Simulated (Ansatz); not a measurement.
RbBiO3, space group Pm-3m: a scan of the energy under strain, run with Ansatz 0.2.0 through its Python package.

`strain_rbbio3.py`:
```python
"""Energy of RbBiO3 under uniaxial strain, ions carried with the cell."""

import ansatz as az
import numpy as np

OCCUPATIONS = "fermi_dirac"
SIGMA = 0.02
CUTOFF_EV = 520
KGRID = (6, 6, 6)

vectors0 = np.array([
    [4.259822, 0.0, 0.0],
    [0.0, 4.259822, 0.0],
    [0.0, 0.0, 4.259822],
])
sites = [
    ("Rb", [0.0, 0.0, 0.0]),
    ("Bi", [0.5, 0.5, 0.5]),
    ("O", [0.5, 0.5, 0.0]),
    ("O", [0.5, 0.0, 0.5]),
    ("O", [0.0, 0.5, 0.5]),
]


def crystal_on(cell):
    crystal = az.Crystal(lattice=az.Lattice.of(cell))
    for symbol, position in sites:
        crystal = crystal.atom(symbol, position)
    return crystal

# clamped ions: the fractional positions stay as typed
values = np.linspace(-0.05, 0.05, 7)
energies = []
for d in values:
    strain = np.diag([0, 0, d])
    cell = vectors0 @ (np.eye(3) + strain)
    job = (
        crystal_on(cell).calculation()
        .functional(az.Functional.PBESOL)
        .occupations(OCCUPATIONS, width=SIGMA)  # smearing steadies the SCF of a metal
        .basis(CUTOFF_EV)  # plane waves up to this kinetic energy
        .kpoints(*KGRID)
    )
    data = job.run(threads=1).report
    energies.append(data["free_energy_ev"] / len(sites))
    print(f"d = {d:+.4f}  F = {energies[-1]:.5f} eV/atom")
energies = np.array(energies)

for value, e in zip(values, energies):
    print(f"strain {value:7.3f}   E - Emin = {1000 * (e - energies.min()):9.3f} meV/atom")
np.savetxt("strain.csv", np.column_stack([values, energies]), fmt="%.6f", delimiter=",", header="strain,energy_eV_per_atom")
curvature = 2 * np.polyfit(values, energies, 3)[1]
volume = abs(np.linalg.det(vectors0)) / len(sites)
print(f"d2E/dd2 over the volume: {curvature / volume * 160.21766:.1f} GPa")
```

How much energy does this uniaxial strain cost, and what curvature follows?

Against the unstrained cell the energy per atom changes by +32.19 meV at one end of the scan and +25.74 meV at the other, and its second derivative over the volume is 240.2 GPa.

The run itself:

```console
$ python strain_rbbio3.py
d = -0.0500  F = -3427.85474 eV/atom
d = -0.0333  F = -3427.87369 eV/atom
d = -0.0167  F = -3427.88408 eV/atom
d = +0.0000  F = -3427.88694 eV/atom
d = +0.0167  F = -3427.88337 eV/atom
d = +0.0333  F = -3427.87448 eV/atom
d = +0.0500  F = -3427.86119 eV/atom
strain  -0.050   E - Emin =    32.194 meV/atom
strain  -0.033   E - Emin =    13.243 meV/atom
strain  -0.017   E - Emin =     2.854 meV/atom
strain   0.000   E - Emin =     0.000 meV/atom
strain   0.017   E - Emin =     3.565 meV/atom
strain   0.033   E - Emin =    12.462 meV/atom
strain   0.050   E - Emin =    25.742 meV/atom
d2E/dd2 over the volume: 240.2 GPa
```

`strain.csv`, as written:
```csv
# strain,energy_eV_per_atom
-0.050000,-3427.854743
-0.033333,-3427.873693
-0.016667,-3427.884082
0.000000,-3427.886937
0.016667,-3427.883372
0.033333,-3427.874475
0.050000,-3427.861195
```

Absolute energies stand on the zero of these potentials, so only differences at equal settings mean something. The mesh is modest for a metal, so energies can be off by several to tens of meV an atom and pressures by half a GPa or more; differences at equal mesh fare better. The curvature belongs to this strain pattern and to the cell's stress; it equals a single elastic constant only for simple patterns. In a metal a curvature from energy changes of a few meV or less hangs on mesh and smearing, in size and even in sign. Spin-orbit coupling, which matters for elements this heavy, is left out. The structure comes from a database of computed cells and needn't be a stable or known phase. The ions keep their fractional positions (clamped ions). Run time: 20 s on 1 thread of Intel(R) Xeon(R) Processor @ 2.30GHz, with other jobs on the host, peak memory 0.59 GiB.
